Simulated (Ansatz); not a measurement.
# C₃H₅Ga: small, medium and large basis sets

An exercise on one series of results from a longer session: the logs are not shown, and one member is left open.

The runs use Ansatz 0.2.0, Gaussian basis; one geometry, several basis sets.

The runs, in order: PBE0-D4/def2-SVP; ωB97M-V/def2-SVP; PBE0-D4/def2-QZVPP; ωB97M-V/def2-QZVPP; the functionals' def2-TZVPP values are taken from earlier runs.

**The geometry**

An earlier PBE0-D4 in a triple-zeta def2 set relaxation fixed the geometry.

SMILES `C=[C]1[CH2][GaH]1`, 9 atoms, charge 0, spin multiplicity 1.

Atoms are counted from 1 here; the program's logs count them from 0.

Bond lengths: C1–C2 1.327 Å, C1–H5 1.091 Å, C1–H6 1.085 Å, C2–C3 1.508 Å, C2–Ga4 1.902 Å, C3–Ga4 1.982 Å, C3–H7 1.094 Å, C3–H8 1.090 Å, Ga4–H9 1.538 Å. Angles: C2–C1–H5 121.4°, C2–C1–H6 121.8°, H5–C1–H6 116.7°, C1–C2–C3 132.2°, C1–C2–Ga4 146.3°, C3–C2–Ga4 70.0°, C2–C3–Ga4 64.4°, C2–C3–H7 113.7°, C2–C3–H8 119.8°, Ga4–C3–H7 107.3°, Ga4–C3–H8 132.2°, H7–C3–H8 111.5°, C2–Ga4–C3 45.6°, C2–Ga4–H9 160.8°, C3–Ga4–H9 153.5°.

The first run:

File in.yaml:

```yaml
crystal:
  periodic: [false, false, false]
  atoms:
    - {symbol: C, position_ang: [-0.182269, 1.168368, -1.119466]}
    - {symbol: C, position_ang: [0.079169, 0.429886, -0.048728]}
    - {symbol: C, position_ang: [0.607941, -0.973289, 0.110191]}
    - {symbol: Ga, position_ang: [-0.611233, -0.350339, 1.542899]}
    - {symbol: H, position_ang: [0.164912, 0.874676, -2.111249]}
    - {symbol: H, position_ang: [-0.737472, 2.098001, -1.051960]}
    - {symbol: H, position_ang: [1.614579, -1.019075, 0.536071]}
    - {symbol: H, position_ang: [0.481515, -1.695028, -0.697403]}
    - {symbol: H, position_ang: [-1.417152, -0.533210, 2.839655]}
basis:
  gaussian: {orbitals: def2-SVP}
hamiltonian: {xc: pbe0, dispersion: d4}
output: {orbitals: {seedname: orbitals}}
```

Command:

```bash
$ ansatz run in.yaml --threads 2 --pin off --events-out ev --progress --plain --max-ram 4352MiB
```

Among the steps run: PBE0-D4 in def2-SVP; ωB97M-V in def2-SVP; PBE0-D4 in def2-QZVPP; ωB97M-V in def2-QZVPP.

One of the session's tables, all rows but one given; the rest of the session is left out.

It belongs to the step «Density functionals: the series». 

| functional | basis | HOMO (eV) | LUMO (eV) |
| --- | --- | --- | --- |
| PBE0-D4 | def2-SVP | -5.98 | -1.60 |
| PBE0-D4 | def2-TZVPP | -6.02 | -1.66 |
| PBE0-D4 | def2-QZVPP | -6.04 | -1.69 |
| ωB97M-V | def2-SVP | -8.08 | 0.16 |
| ωB97M-V | def2-TZVPP | -8.13 | 0.08 |
| ωB97M-V | def2-QZVPP | ? | ? |

**Question.** Estimate the row for ωB97M-V, def2-QZVPP.

The run gave: HOMO (eV): -8.15; LUMO (eV): -0.06. In the column «HOMO (eV)» it is the lowest.
